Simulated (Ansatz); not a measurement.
# KBe4I: the cost of one run

Computed with Ansatz 0.2.0 (DFT PBE, scalar-relativistic, plane waves, PAW, unless a step's input says otherwise).

### Step 1. The structure to begin with

It takes space group P4/mmm (No. 123, tetragonal). The conventional cell has a = 4.430 Å, b = 4.430 Å, c = 6.295 Å, α = 90.00°, β = 90.00°, γ = 90.00°. K (site symmetry 4/mmm) has 8 Be at 2.69 Å as nearest neighbours. Be (site symmetry 2mm) is surrounded by 2 K at 2.69 Å and 2 I at 2.75 Å and 6 Be at 3.05 to 3.25 Å. I (site symmetry 4/mmm) is surrounded by 8 Be at 2.75 Å.

As a file:

```
CELL_PARAMETERS angstrom
4.43021 0.00000 0.00000
0.00000 4.43021 0.00000
0.00000 0.00000 6.29468
ATOMIC_POSITIONS crystal
K 0.00000 0.00000 0.50000
Be 0.00000 0.50000 0.25794
Be 0.50000 0.00000 0.25794
Be 0.00000 0.50000 0.74206
Be 0.50000 0.00000 0.74206
I 0.50000 0.50000 0.00000
```

A structure generator made this guess: species swapped into a database cell of BaSrI4 (P4/mmm, No. 123), with I on the Ba sites, K on the Sr sites and Be on the I sites. Lengths come from tabulated atomic sizes and are only a guess.

### Step 2. The guess as it stands, on a coarse mesh

Input file input.yaml:

```yaml
crystal:
  lattice:
    - [4.43020814, 0.0, 0.0]
    - [0.0, 4.43020814, 0.0]
    - [0.0, 0.0, 6.29467839]
  atoms:
    - { symbol: K, position: [0.0, 0.0, 0.5] }
    - { symbol: Be, position: [0.0, 0.5, 0.257945] }
    - { symbol: Be, position: [0.5, 0.0, 0.257945] }
    - { symbol: Be, position: [0.0, 0.5, 0.742055] }
    - { symbol: Be, position: [0.5, 0.0, 0.742055] }
    - { symbol: I, position: [0.5, 0.5, 0.0] }
basis:
  ecutwfc: 420
kpoints:
  mp_grid: { grid: [4, 4, 4] }
hamiltonian:
  xc: pbe
scf:
  occupations: { method: gaussian, width: 0.1 }
  lower_state_search: "off"
output:
  forces: true
  stress: true
  eigenvalues: true
```

Launch:

```sh
> ansatz run input.yaml --threads 1 --pin off --max-ram 2560MiB --backend cpu --events-out ev --progress --plain --runs-dir out
```

**Question.** How long does this run take on 1 thread of AMD EPYC 9R45 (Zen 5), shared host, and how much memory does it need?

About 1.1 s, with a peak of 0.43 GiB.
